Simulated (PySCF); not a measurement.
# F3H2OTl (Tl(F)3(H2O)): the cost of one run

Program: PySCF 2.14.0. Level of theory: PBE0, Tl def2-SVP with ECP60, F def2-SVP, O def2-SVP, H def2-SVP; scalar-relativistic core potentials, no spin–orbit coupling. These are calculated values, not measurements.

1 further run of the same task is left out (for a known fault of the program).

### 1 The starting structure

7 atoms, charge 0, spin multiplicity 1.

Bond lengths: Tl1–F2 2.046 Å, Tl1–F3 2.009 Å, Tl1–F4 2.046 Å, Tl1–O5 2.406 Å, O5–H6 0.973 Å, O5–H7 0.973 Å. Angles: F2–Tl1–F3 123.0°, F2–Tl1–F4 112.3°, F2–Tl1–O5 75.9°, F3–Tl1–F4 123.0°, F3–Tl1–O5 128.1°, F4–Tl1–O5 75.9°, Tl1–O5–H6 93.0°, Tl1–O5–H7 93.0°, H6–O5–H7 105.3°.

Coordinates:

```xyz
7

Tl   -0.19212   -0.22340    0.22340
F     0.45845    1.63971    0.76352
F    -0.96583   -1.53403    1.53403
F     0.45845   -0.76352   -1.63971
O    -1.36856    1.26044   -1.26044
H    -0.88053    2.04265   -0.94894
H    -0.88053    0.94894   -2.04265
```

Formal oxidation states: Tl +3. An earlier session relaxed this geometry at PBE0, Tl def2-SVP with ECP60, F def2-SVP, O def2-SVP, H def2-SVP (singlet, point group Cs).

Its energy there is -547.796568 Eh.

### 2 One electron removed, multiplicity 2

Input file run.py (the lines that set the calculation):

```python
mol = gto.M(atom='''
Tl    -0.19212    -0.22340     0.22340
F      0.45845     1.63971     0.76352
F     -0.96583    -1.53403     1.53403
F      0.45845    -0.76352    -1.63971
O     -1.36856     1.26044    -1.26044
H     -0.88053     2.04265    -0.94894
H     -0.88053     0.94894    -2.04265''',
    basis={'Tl': 'def2-SVP', 'F': 'def2-SVP', 'O': 'def2-SVP', 'H': 'def2-SVP'},
    ecp={'Tl': 'def2-SVP'},
    charge=1, spin=1)
mf = dft.UKS(mol, xc='PBE0')
mf.grids.atom_grid = (50, 194)
mf = mf.density_fit()  # fitting sets: Tl def2-universal-JKFIT, F def2-universal-JKFIT, O def2-universal-JKFIT, H def2-universal-JKFIT
mf.conv_tol = 1e-08; mf.max_cycle = 55
mf.kernel(dm0)  # dm0: the density of the relaxed state
```

The run is started by

```bash
$ OMP_NUM_THREADS=2 python run.py
```

**Question.** How long does this run take on 2 threads of Arm Neoverse V1, shared host?

About 3.6 s.
